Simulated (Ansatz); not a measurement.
# Cd3Te3Br in Ansatz: reference runs

How does Cd3Te3Br come out in PBE? The cell is run as given.

Everything below comes from runs of Ansatz 0.2.0. Logs are shortened: lines on timing, memory, paths and dates and some standing lists are left out, and cuts for length are marked.

**1. The cell of the first run**

The cell holds a slab with vacuum, 14 atoms: a = 9.065 Å, b = 6.410 Å, c = 23.908 Å, α = 90.00°, β = 90.00°, γ = 90.00°.

**2. Single point, PBE**

input.yaml reads:

```yaml
crystal:
  lattice:
    - [9.0651089348, 0.0, 0.0]
    - [0.0, 6.41, 0.0]
    - [0.0, 0.0, 23.9079544674]
  atoms:
    - { symbol: Cd, position: [0.25, 0.5, 0.3346166654] }
    - { symbol: Cd, position: [0.75, 0.5, 0.3346166654] }
    - { symbol: Te, position: [0.5, 0.25, 0.3346166654] }
    - { symbol: Te, position: [0.0, 0.25, 0.3346166654] }
    - { symbol: Cd, position: [0.5, 0.0, 0.4294084317] }
    - { symbol: Cd, position: [0.0, 0.0, 0.4294084317] }
    - { symbol: Te, position: [0.75, 0.75, 0.4294084317] }
    - { symbol: Te, position: [0.25, 0.75, 0.4294084317] }
    - { symbol: Cd, position: [0.75, 0.5, 0.5242001981] }
    - { symbol: Cd, position: [0.25, 0.5, 0.5242001981] }
    - { symbol: Te, position: [0.0, 0.25, 0.5242001981] }
    - { symbol: Te, position: [0.5, 0.25, 0.5242001981] }
    - { symbol: Br, position: [0.6040470014, 1.0157742433, 0.6436332514] }
    - { symbol: Br, position: [0.5, 0.75, 0.5861042812] }
hamiltonian:
  xc: pbe
  pseudopotentials: { kind: paw }
kpoints:
  mp_grid: { grid: [3, 4, 1] }
scf:
  occupations: { method: fermi_dirac, width: 0.05 }
output:
  forces: true
  eigenvalues: true
efield:
  axis: 3
  dipole_correction: true
  ramp_width: 0.04
```

Potentials or basis: Ansatz PAW.

On the command line:

```sh
$ ansatz run input.yaml --threads 4 --pin off --max-ram 11264MiB --backend cpu --events-out ev --progress --plain --runs-dir out
```

Log:

```text
Warning: RAYON_NUM_THREADS=4 ignored (pool sized by the plan → 4); use --threads N
Engine: ansatz 0.2.0, aarch64-unknown-linux-gnu
Pseudopotentials: kind: paw
Pseudopotential: Cd, paw, valence charge 20, recommended cutoff 420 eV (normal), Cd.paw.azcp
Pseudopotential: Te, paw, valence charge 16, recommended cutoff 420 eV (normal), Te.paw.azcp
Pseudopotential: Br, paw, valence charge 7, recommended cutoff 420 eV (normal), Br.paw.azcp
Functional definition: PBE
  parameter kappa = 0.804
  parameter beta = 0.06672455060314922
  exchange = pbe_x(kappa = kappa, mu = beta*pi^2/3)
  correlation = pbe_c(beta = beta)
Crystal: 14 atoms, lattice volume = 1389.228 Å³
Basis set: ecut = 420 eV, 27237 PW (Γ), exchange–correlation on 128×90×320 points (8 copies of the dense FFT grid, shifted against one another)
Bands: 138, of which v1, the nominal top of the filled ones, is band 115 counted from 1 (114 counted from 0)
Symmetry: 1 space group operations
Space group: P1 (ITA 1), of the structure as read, at distance tolerance 1.1e-4 Å
k-points: 7 of 12 (time reversal used)
Non-local potential: Cd, projectors of the file, l = 0: 3, l = 1: 2, l = 2: 2, l = 3: 1
Non-local potential: Te, projectors of the file, l = 0: 2, l = 1: 2, l = 2: 2, l = 3: 2
Non-local potential: Br, projectors of the file, l = 0: 2, l = 1: 2, l = 2: 2
PAW form: soft (Blöchl's): semilocal exchange-correlation on the pseudo side does not see the compensation charge
[... 28 lines left out ...]
Dipole field:    D = -0.020400 V/Å  (p = -0.156620 e·Å, saw-weighted, corrected)
Work function:   Φ+ = 5.1915 eV   Φ− = 4.7038 eV
Levels:          The Fermi level and band energies are counted from a zero that moves with the ramp; work functions are not
--- Per-component energies (eV) ---
  E_band       = -6675.979443
  E_kinetic    = 4377.381701
  E_local      = -192692.819063  (includes V_loc(G=0)·N_el)
  E_nonlocal   = -1520.486991
  E_hartree    = 95433.827226
  E_xc         = -2330.414679
  E_vxc        = -2155.265608  (∫ρ·V_xc dr)
  E_paw        = -56968.829089  (= ΣΔE_a)
  E_vpaw       = -5547.024868  (= ΣTr[D̂ρ^β])
  E_aug_tail   = -0.001087  (compensation charges beyond the density's cutoff)
  E_efield     = 0.001598  (sawtooth field / dipole correction)
  E_vefield    = -5.429298  (∫n·V_field dr)
  E_ewald      = 56726.597971
  E_smearing   = -0.013299  (= −TS)
  E_closure    = -0.000000  (closes the sum)
  Σ components = -96974.755713   (vs F -96974.755713, Δ=0.00e0)
--- Forces (eV/Å), atoms counted from 1 ---
  atom   1  Cd     0.00016789    -0.61980987     0.35571188
  atom   2  Cd    -0.00028410    -0.63198280     0.35060200
  atom   3  Te    -0.00153795     0.22727292    -1.17163678
  atom   4  Te    -0.01125373     0.21937620    -1.15798792
  atom   5  Cd    -0.03552161     0.33781198    -0.08468880
  atom   6  Cd     0.01269355     0.32354340     0.00785937
  atom   7  Te    -0.01393508     0.54930832    -0.08006104
  atom   8  Te    -0.01853097     0.52962653    -0.10842844
  atom   9  Cd     0.02420149    -0.47067134    -0.21285862
  atom  10  Cd    -0.09126194    -0.44262346    -0.18196544
  atom  11  Te     0.04405922     0.22878531     1.15266186
  atom  12  Te    -0.23534179     0.52490771     0.47337452
  atom  13  Br     0.29576216     0.15039118     0.93802410
  atom  14  Br     0.03079433    -0.92590500    -0.28061849
  max |Σ_I F_I| component: 3.11e-5 eV/Å
--- Band table (eV; the first three rows and the last of 7) ---
  k-point 0: bands = ["-103.3691", "-103.3563", "-103.3493", "-103.3330", "-103.1767", "-103.1500", "-64.4798", "-64.4793", "-64.4716", "-64.4431", "-64.4152", "-64.4008", "-64.3988", "-64.3942", "-64.3867", "-64.3771", "-64.3701", "-64.3617", "-64.2563", "-64.2394", "-64.2218", "-64.2184", "-64.2174", "-64.1968", "-37.3003", "-37.2961", "-37.2851", "-37.2750", "-37.2733", "-37.2692", "-37.2658", "-37.2585", "-37.2411", "-37.2348", "-36.9323", "-36.9248", "-36.8384", "-36.7603", "-36.7528", "-36.7525", "-36.7490", "-36.7481", "-36.7478", "-36.7460", "-36.7458", "-36.6393", "-36.6378", "-36.6352", "-36.6309", "-36.6255", "-36.6223", "-36.5964", "-36.5951", "-36.5909", "-17.4934", "-15.0612", "-12.2009", "-12.0019", "-11.5555", "-11.4350", "-11.3796", "-11.3159", "-9.4419", "-9.4097", "-9.4000", "-9.3909", "-9.3895", "-9.3646", "-9.3409", "-9.3104", "-9.3027", "-9.2930", "-9.2721", "-9.2701", "-9.2687", "-9.2612", "-9.2558", "-9.2428", "-9.2347", "-9.2304", "-9.2186", "-9.2171", "-9.1987", "-9.1185", "-9.0836", "-9.0756", "-9.0493", "-8.8839", "-8.8368", "-8.7290", "-8.6774", "-8.6413", "-6.6269", "-5.4379", "-5.1303", "-5.0351", "-4.8203", "-4.7661", "-4.4091", "-4.1366", "-3.3936", "-3.1287", "-3.0197", "-2.9316", "-2.8534", "-2.6855", "-2.5783", "-2.5255", "-2.3641", "-1.8612", "-1.7212", "-1.5532", "-1.3442", "-1.1327", "-1.0581", "-0.6101", "-0.0697", "0.6819", "1.2536", "1.3331", "1.9301", "2.2667", "2.4346", "2.5636", "2.5966", "2.9896", "3.1291", "3.2787", "3.7902", "3.9750", "4.0099", "4.1254", "4.2132", "4.3086", "4.5587", "4.6871", "4.8512", "4.9098"]
  k-point 1: bands = ["-103.3691", "-103.3563", "-103.3493", "-103.3330", "-103.1767", "-103.1500", "-64.4798", "-64.4793", "-64.4716", "-64.4430", "-64.4152", "-64.4008", "-64.3988", "-64.3942", "-64.3867", "-64.3771", "-64.3701", "-64.3617", "-64.2563", "-64.2394", "-64.2218", "-64.2184", "-64.2174", "-64.1968", "-37.3003", "-37.2961", "-37.2851", "-37.2750", "-37.2733", "-37.2692", "-37.2658", "-37.2585", "-37.2411", "-37.2348", "-36.9323", "-36.9248", "-36.8384", "-36.7603", "-36.7528", "-36.7525", "-36.7490", "-36.7481", "-36.7478", "-36.7460", "-36.7458", "-36.6393", "-36.6378", "-36.6352", "-36.6309", "-36.6255", "-36.6223", "-36.5964", "-36.5951", "-36.5909", "-17.4892", "-15.0687", "-12.1712", "-12.0014", "-11.5773", "-11.4425", "-11.3802", "-11.3170", "-9.4368", "-9.4098", "-9.4046", "-9.3972", "-9.3715", "-9.3682", "-9.3339", "-9.3049", "-9.3036", "-9.2908", "-9.2872", "-9.2830", "-9.2771", "-9.2595", "-9.2508", "-9.2342", "-9.2325", "-9.2255", "-9.2171", "-9.2146", "-9.1938", "-9.1174", "-9.0808", "-9.0732", "-9.0459", "-8.8708", "-8.8124", "-8.7766", "-8.6837", "-8.6458", "-6.5839", "-5.3962", "-5.2066", "-4.9740", "-4.9459", "-4.8872", "-4.5471", "-4.3689", "-3.2461", "-3.0762", "-2.9601", "-2.7841", "-2.7320", "-2.6980", "-2.5942", "-2.4003", "-2.2907", "-1.8360", "-1.7264", "-1.5522", "-1.3337", "-1.2812", "-1.0779", "-0.6507", "0.3848", "0.4938", "0.9678", "1.4549", "1.8216", "2.2437", "2.3517", "2.6939", "2.7436", "3.1204", "3.3163", "3.4520", "3.9388", "4.1687", "4.3176", "4.4640", "4.6166", "4.6827", "4.7709", "4.8348", "4.9537", "4.9800"]
  k-point 2: bands = ["-103.3691", "-103.3563", "-103.3493", "-103.3330", "-103.1767", "-103.1500", "-64.4798", "-64.4793", "-64.4716", "-64.4430", "-64.4152", "-64.4008", "-64.3988", "-64.3942", "-64.3867", "-64.3771", "-64.3701", "-64.3617", "-64.2563", "-64.2394", "-64.2218", "-64.2184", "-64.2174", "-64.1968", "-37.3003", "-37.2961", "-37.2851", "-37.2750", "-37.2733", "-37.2692", "-37.2658", "-37.2585", "-37.2411", "-37.2348", "-36.9323", "-36.9248", "-36.8384", "-36.7603", "-36.7528", "-36.7525", "-36.7490", "-36.7481", "-36.7478", "-36.7460", "-36.7458", "-36.6393", "-36.6378", "-36.6352", "-36.6309", "-36.6255", "-36.6223", "-36.5964", "-36.5951", "-36.5909", "-17.4849", "-15.0763", "-12.1387", "-12.0009", "-11.6023", "-11.4499", "-11.3804", "-11.3180", "-9.4330", "-9.4102", "-9.4067", "-9.4022", "-9.3779", "-9.3504", "-9.3297", "-9.3106", "-9.3024", "-9.3003", "-9.2988", "-9.2833", "-9.2711", "-9.2574", "-9.2454", "-9.2332", "-9.2255", "-9.2167", "-9.2125", "-9.1945", "-9.1902", "-9.1163", "-9.0709", "-9.0554", "-9.0381", "-8.9639", "-8.8562", "-8.7802", "-8.6381", "-8.6160", "-6.5510", "-5.4227", "-5.2989", "-5.1182", "-5.0568", "-4.7151", "-4.5498", "-4.4634", "-3.5348", "-3.0678", "-2.9584", "-2.8164", "-2.7000", "-2.6114", "-2.3548", "-2.0802", "-2.0555", "-1.8112", "-1.7224", "-1.5693", "-1.5403", "-1.2714", "-1.0737", "-0.6858", "0.2254", "0.5096", "0.7935", "1.5825", "1.9016", "2.3330", "2.4021", "2.6596", "3.2214", "3.3825", "3.7065", "3.9367", "4.1687", "4.2186", "4.3020", "4.5085", "4.5321", "4.6325", "4.6981", "4.8973", "4.9388", "4.9844"]
  k-point 6: bands = ["-103.3691", "-103.3563", "-103.3493", "-103.3330", "-103.1767", "-103.1500", "-64.4798", "-64.4793", "-64.4716", "-64.4430", "-64.4152", "-64.4008", "-64.3988", "-64.3942", "-64.3867", "-64.3771", "-64.3701", "-64.3617", "-64.2563", "-64.2394", "-64.2218", "-64.2184", "-64.2174", "-64.1968", "-37.3003", "-37.2961", "-37.2851", "-37.2750", "-37.2733", "-37.2692", "-37.2658", "-37.2585", "-37.2411", "-37.2348", "-36.9323", "-36.9248", "-36.8384", "-36.7603", "-36.7528", "-36.7525", "-36.7490", "-36.7481", "-36.7478", "-36.7460", "-36.7458", "-36.6393", "-36.6378", "-36.6352", "-36.6309", "-36.6255", "-36.6223", "-36.5964", "-36.5951", "-36.5909", "-17.4892", "-15.0687", "-12.1299", "-12.0428", "-11.5651", "-11.4198", "-11.3880", "-11.3414", "-9.4214", "-9.4081", "-9.4041", "-9.3831", "-9.3753", "-9.3471", "-9.3301", "-9.3166", "-9.3112", "-9.2986", "-9.2865", "-9.2835", "-9.2694", "-9.2565", "-9.2504", "-9.2414", "-9.2334", "-9.2277", "-9.2248", "-9.2200", "-9.1674", "-9.1130", "-9.0814", "-9.0752", "-9.0528", "-9.0020", "-8.8281", "-8.7268", "-8.7120", "-8.6363", "-6.5799", "-5.3213", "-5.1578", "-4.9524", "-4.8738", "-4.5441", "-4.3801", "-4.2352", "-3.4696", "-3.2756", "-3.0482", "-2.9772", "-2.8908", "-2.7813", "-2.4840", "-2.3209", "-2.2782", "-2.1111", "-2.0204", "-1.7700", "-1.5097", "-1.2603", "-1.0960", "-0.6511", "0.4667", "0.5365", "1.2943", "1.4798", "2.3697", "2.4140", "2.9244", "3.0778", "3.1527", "3.2365", "3.5389", "3.7978", "3.8817", "4.0149", "4.1125", "4.2242", "4.3712", "4.4294", "4.5998", "4.6948", "4.7165", "4.8392"]
```

It took 35 s on 4 threads of Arm Neoverse V2, shared host; peak memory 3.6 GiB.

What came out:

```yaml
Free_energy: -96974.7557 eV
Largest_force: 1.193 eV/Å
Band_gap_on_the_k_mesh: 0.37 eV, indirect (least direct gap 0.39 eV)
Work_function_of_the_upper_face: 5.19 eV
Work_function_of_the_lower_face: 4.70 eV
Dipole_across_the_slab: -0.157 e·Å
```

Forces on the atoms (eV/Å):
```
Cd   0.000 -0.620  0.356
Cd   0.000 -0.632  0.351
Te  -0.002  0.227 -1.172
Te  -0.011  0.219 -1.158
Cd  -0.036  0.338 -0.085
Cd   0.013  0.324  0.008
Te  -0.014  0.549 -0.080
Te  -0.019  0.530 -0.108
Cd   0.024 -0.471 -0.213
Cd  -0.091 -0.443 -0.182
Te   0.044  0.229  1.153
Te  -0.235  0.525  0.473
Br   0.296  0.150  0.938
Br   0.031 -0.926 -0.281
```

Caveat: odd divisions of the mesh miss points on the zone boundary, where band edges often lie, so the gap on the mesh can be too wide; spin-orbit coupling is left out, which moves the levels of the heavy elements.
